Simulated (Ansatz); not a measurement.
**C3H10OSi: small, medium and large basis sets**

Aim: see how fast density functionals converge with the basis set for C3H10OSi.

The runs use Ansatz 0.2.0, Gaussian basis; one geometry, several basis sets.

The runs, in order: PBE0-D4/def2-SVP; ωB97M-V/def2-SVP; PBE0-D4/def2-QZVPP; ωB97M-V/def2-QZVPP; the functionals' def2-TZVPP values are taken from earlier runs.

### 1 Structure used throughout

All runs share one geometry, relaxed beforehand with PBE0-D4 in a triple-zeta def2 set.

15 atoms, charge 0, spin multiplicity 1.

Atoms are counted from 1 here; the program's logs count them from 0.

Bond lengths: C1–C2 1.512 Å, C1–H6 1.091 Å, C1–H7 1.092 Å, C1–H8 1.093 Å, C2–C3 1.516 Å, C2–O4 1.423 Å, C2–H9 1.101 Å, C3–H10 1.092 Å, C3–H11 1.093 Å, C3–H12 1.092 Å, O4–Si5 1.640 Å, Si5–H13 1.491 Å, Si5–H14 1.490 Å, Si5–H15 1.481 Å. Angles: C2–C1–H6 110.6°, C2–C1–H7 110.7°, C2–C1–H8 110.0°, H6–C1–H7 108.6°, H6–C1–H8 108.3°, H7–C1–H8 108.6°, C1–C2–C3 112.4°, C1–C2–O4 107.7°, C1–C2–H9 108.7°, C3–C2–O4 110.1°, C3–C2–H9 108.9°, O4–C2–H9 108.9°, C2–C3–H10 111.2°, C2–C3–H11 110.0°, C2–C3–H12 110.6°, H10–C3–H11 108.3°, H10–C3–H12 108.1°, H11–C3–H12 108.5° and more.

### 2 PBE0-D4 in def2-SVP

The input, in.yaml:

```yaml
crystal:
  periodic: [false, false, false]
  atoms:
    - {symbol: C, position_ang: [-0.467656, -0.753061, 1.661455]}
    - {symbol: C, position_ang: [0.178240, -0.265027, 0.384107]}
    - {symbol: C, position_ang: [0.413378, -1.385345, -0.609185]}
    - {symbol: O, position_ang: [-0.676702, 0.720751, -0.184750]}
    - {symbol: Si, position_ang: [-0.145611, 1.974954, -1.097995]}
    - {symbol: H, position_ang: [-0.623436, 0.075704, 2.353900]}
    - {symbol: H, position_ang: [0.159908, -1.502139, 2.149546]}
    - {symbol: H, position_ang: [-1.438482, -1.203118, 1.440161]}
    - {symbol: H, position_ang: [1.144298, 0.200814, 0.632628]}
    - {symbol: H, position_ang: [0.876416, -1.010724, -1.524650]}
    - {symbol: H, position_ang: [-0.536654, -1.856125, -0.873370]}
    - {symbol: H, position_ang: [1.071170, -2.146134, -0.182529]}
    - {symbol: H, position_ang: [0.945611, 2.704968, -0.391770]}
    - {symbol: H, position_ang: [0.388549, 1.530000, -2.416252]}
    - {symbol: H, position_ang: [-1.310929, 2.863882, -1.311997]}
basis:
  gaussian: {orbitals: def2-SVP}
hamiltonian: {xc: pbe0, dispersion: d4}
output: {orbitals: {seedname: orbitals}}
```

The runs that follow: ωB97M-V in def2-SVP; PBE0-D4 in def2-QZVPP; ωB97M-V in def2-QZVPP.

**Question.** What will the summary of the whole plan be? Wanted: PBE0-D4: double and triple zeta above quadruple; ωB97M-V: double and triple zeta above quadruple.

As calculated:

```
                                       quantity          value
PBE0-D4: double and triple zeta above quadruple  9.48, 0.59 eV
ωB97M-V: double and triple zeta above quadruple  9.78, 0.55 eV
```

What this shows: PBE0-D4 gains 8.89 eV from double to triple zeta, then 0.59 eV more. These are total energies; as a rule much of such shifts cancels in differences, which this series doesn't test. The LUMO of ωB97M-V is positive and keeps falling with the basis (2.74 to 1.61 eV): an unbound level that the basis holds in place.
